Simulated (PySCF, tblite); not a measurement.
# C₇H₄F radical: geometry, infrared bands and EPR parameters

What infrared bands and EPR parameters should C₇H₄F radical (`C#CC1=C(F)C[C]=C1`) show?

The runs use tblite 0.8.0 and PySCF 2.14.0, with density-fitted response routines of our own; the level of theory stands in each step. All values are computed, except where a source is named. Atoms count from 0, in the outputs and in this text.

### 1 The molecule as given

12 atoms, charge 0, multiplicity 2; geometry from: force field or distance geometry start.

Bonds of the start (Å): C0–C1 1.22, C1–C2 1.42, C2–C3 1.32, C3–F4 1.37, C3–C5 1.46, C5–C6 1.48, C6–C7 1.32, C7–C2 1.46, C0–H8 1.07, C5–H9 1.12, C5–H10 1.12, C7–H11 1.07.

### 2 Relaxing the molecule with GFN2-xTB

Job settings and geometry (Å):

```
{"job": {"kind": "relax", "xc": "GFN2-xTB", "basis": "xTB"}, "charge": 0, "multiplicity": 2}
C      3.048200    -0.000900    -0.042000
C      1.828200     0.056400    -0.044200
C      0.407200     0.098500    -0.014700
C     -0.481800    -0.870200     0.097400
F     -0.108000    -2.179200     0.254200
C     -1.861000    -0.379400     0.068200
C     -1.682300     1.080500    -0.099700
C     -0.384900     1.322900    -0.138800
H      4.117800    -0.036100    -0.029900
H     -2.456300    -0.635300     0.985800
H     -2.446700    -0.766800    -0.802400
H      0.020800     2.308900    -0.259700
```

Run with:

```bash
> OMP_NUM_THREADS=1 python probes_run.py task.json out
```

One launch serves the whole session: the jobs run in the order shown.

**Question.** This job is followed by: GFN2-xTB harmonic vibrations, gas phase; UKS B3LYP, pcH-1 on C F H, non-relativistic, mean-field spin-orbit, GIAO. What will the session give for the following? strongest single infrared mode (GFN2-xTB); zero-point energy (GFN2-xTB); g(iso) (B3LYP); ⟨S²⟩; largest a(iso) (averaged by class); potential on the surface of density 0.002 e/bohr³, 1st and 99th percentile.

The runs gave:

| quantity | value |
| --- | --- |
| strongest single infrared mode (GFN2-xTB) | 1275 cm⁻¹, 117 km/mol |
| zero-point energy (GFN2-xTB) | 49.5 kcal/mol |
| g(iso) (B3LYP) | 2.00206 |
| ⟨S²⟩ | 0.764 (exact 0.75) |
| largest a(iso) (averaged by class) | 13C on C6, 473.6 MHz |
| potential on the surface of density 0.002 e/bohr³, 1st and 99th percentile | -0.75 V and 1.44 V |

The optimisation took 40 steps and gained 0.265 eV; among the close pairs (by a distance rule), C3–C5 changed most, from 1.464 to 1.503 Å. All 30 modes are real, so the xTB geometry is a minimum. The strongest single mode, at 1275 cm⁻¹, moves mainly C3 and C2. GFN2-xTB is a fitted tight-binding method: band positions and strengths are rough. Its intensities can rank the bands wrongly. Most of the unpaired spin sits on C6 (1.02 e). The isotropic g lies 0.3 ppt below the free-electron value. The conformer search found further structures of the same energy, which may be mirror or relabelled copies of this one.
